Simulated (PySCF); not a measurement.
# C2H7ClGeO: the cost of one run

Computed with PySCF 2.14.0, with density-fitted response routines of our own, on a single molecule in the gas phase. Atoms are numbered from 0 throughout.

**1. The starting structure**

12 atoms, charge 0, multiplicity 1; geometry from: GFN2-xTB. The atoms were then displaced at random by about 0.01 Å, so the start is not that level's minimum.

Bonds of the start (Å): C0–O1 1.38, O1–Ge2 1.73, Ge2–C3 2.04, C3–Cl4 1.77, C0–H5 1.10, C0–H6 1.10, C0–H7 1.09, Ge2–H8 1.49, Ge2–H9 1.50, C3–H10 1.09, C3–H11 1.06.

**2. Geometry optimisation at PBE0-D3(BJ)/def2-SVP**

Job settings and geometry (Å):

```
{"job": {"xc": "PBE0", "basis": "def2-SVP", "d3": "d3bj", "grid": 1, "shake": 0.01, "kind": "geom"}, "charge": 0, "multiplicity": 1}
C     -1.863260     0.474880     0.013080
O     -1.146630    -0.681070     0.248600
Ge     0.435220    -1.061990    -0.351950
C      1.792130     0.375640     0.143820
Cl     1.708870     0.530180     1.905280
H     -1.385060     1.386080     0.414250
H     -2.047610     0.653590    -1.058720
H     -2.829170     0.383960     0.505300
H      0.420890    -1.216920    -1.835030
H      0.673520    -2.341140     0.400650
H      1.494860     1.339060    -0.271010
H      2.785930     0.129460    -0.123300
```

On the command line:

```sh
$ OMP_NUM_THREADS=1 python probes_run.py task.json out
```

The driver reads the jobs from task.json and runs them one after another.

**Question.** How long does this first job take on 1 thread of Arm Neoverse V1, shared host, and how much memory does it need?

About 61 s, with a peak of 0.54 GiB.
